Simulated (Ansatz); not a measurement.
# CH₆ClNSn: basis-set convergence

Aim: see how fast density functionals converge with the basis set for CH₆ClNSn.

Computed with Ansatz 0.2.0, Gaussian basis. Level: one geometry, several basis sets.

Levels to be run: PBE0-D4/def2-SVP; ωB97M-V/def2-SVP; PBE0-D4/def2-QZVPP; ωB97M-V/def2-QZVPP; the functionals' def2-TZVPP values are taken from earlier runs.

## Step 1: The geometry

An earlier PBE0-D4 in a triple-zeta def2 set relaxation fixed the geometry. Sn takes the def2 core potential; no spin-orbit term is included.

10 atoms, charge 0, spin multiplicity 1.

Atoms are counted from 1 here; the program's logs count them from 0.

Bond lengths: C1–Sn2 2.124 Å, C1–H5 1.089 Å, C1–H6 1.090 Å, C1–H7 1.090 Å, Sn2–N3 2.006 Å, Sn2–Cl4 2.345 Å, Sn2–H8 1.705 Å, N3–H9 1.009 Å, N3–H10 1.009 Å. Angles: Sn2–C1–H5 109.4°, Sn2–C1–H6 108.8°, Sn2–C1–H7 110.4°, H5–C1–H6 109.0°, H5–C1–H7 109.6°, H6–C1–H7 109.6°, C1–Sn2–N3 110.8°, C1–Sn2–Cl4 105.2°, C1–Sn2–H8 118.4°, N3–Sn2–Cl4 106.3°, N3–Sn2–H8 110.6°, Cl4–Sn2–H8 104.5°, Sn2–N3–H9 116.6°, Sn2–N3–H10 117.1°, H9–N3–H10 109.9°.

Geometry (Å):

| atom | x (Å) | y (Å) | z (Å) |
| --- | --- | --- | --- |
| C1 | -0.8990 | 1.3108 | 0.0827 |
| Sn2 | 0.0119 | -0.4894 | -0.5800 |
| N3 | 1.3921 | -1.1141 | 0.7345 |
| Cl4 | -1.6989 | -2.0923 | -0.5495 |
| H5 | -1.7689 | 1.5259 | -0.5369 |
| H6 | -1.2214 | 1.1820 | 1.1161 |
| H7 | -0.1926 | 2.1391 | 0.0211 |
| H8 | 0.6270 | -0.5514 | -2.1692 |
| H9 | 1.5667 | -0.5135 | 1.5261 |
| H10 | 2.2661 | -1.4483 | 0.3580 |

## Step 2: PBE0-D4 in def2-SVP

Contents of in.yaml:

```yaml
crystal:
  periodic: [false, false, false]
  atoms:
    - {symbol: C, position_ang: [-0.898965, 1.310841, 0.082739]}
    - {symbol: Sn, position_ang: [0.011866, -0.489428, -0.579990]}
    - {symbol: N, position_ang: [1.392085, -1.114053, 0.734483]}
    - {symbol: Cl, position_ang: [-1.698869, -2.092333, -0.549499]}
    - {symbol: H, position_ang: [-1.768857, 1.525878, -0.536867]}
    - {symbol: H, position_ang: [-1.221365, 1.182037, 1.116060]}
    - {symbol: H, position_ang: [-0.192625, 2.139135, 0.021121]}
    - {symbol: H, position_ang: [0.626983, -0.551357, -2.169159]}
    - {symbol: H, position_ang: [1.566691, -0.513497, 1.526081]}
    - {symbol: H, position_ang: [2.266056, -1.448322, 0.358034]}
basis:
  gaussian: {orbitals: def2-SVP}
hamiltonian: {xc: pbe0, dispersion: d4}
output: {orbitals: {seedname: orbitals}}
```

Launch:

```sh
> ansatz run in.yaml --threads 4 --pin off --events-out ev --progress --plain --max-ram 10444MiB
```

Further steps of the session: ωB97M-V in def2-SVP; PBE0-D4 in def2-QZVPP; ωB97M-V in def2-QZVPP.

Before running them: what should the planned runs give, taken together? Wanted: PBE0-D4: double and triple zeta above quadruple; ωB97M-V: double and triple zeta above quadruple.

As calculated:

| quantity | value |
| --- | --- |
| PBE0-D4: double and triple zeta above quadruple | 8.47, 0.60 eV |
| ωB97M-V: double and triple zeta above quadruple | 8.59, 0.59 eV |

**Reading.** For PBE0-D4 the step from double to triple zeta gains 7.87 eV and the next only 0.60 eV. These are total energies; as a rule much of such shifts cancels in differences, which this series doesn't test. The LUMO of ωB97M-V is positive and keeps falling with the basis (2.20 to 1.06 eV): an unbound level that the basis holds in place.
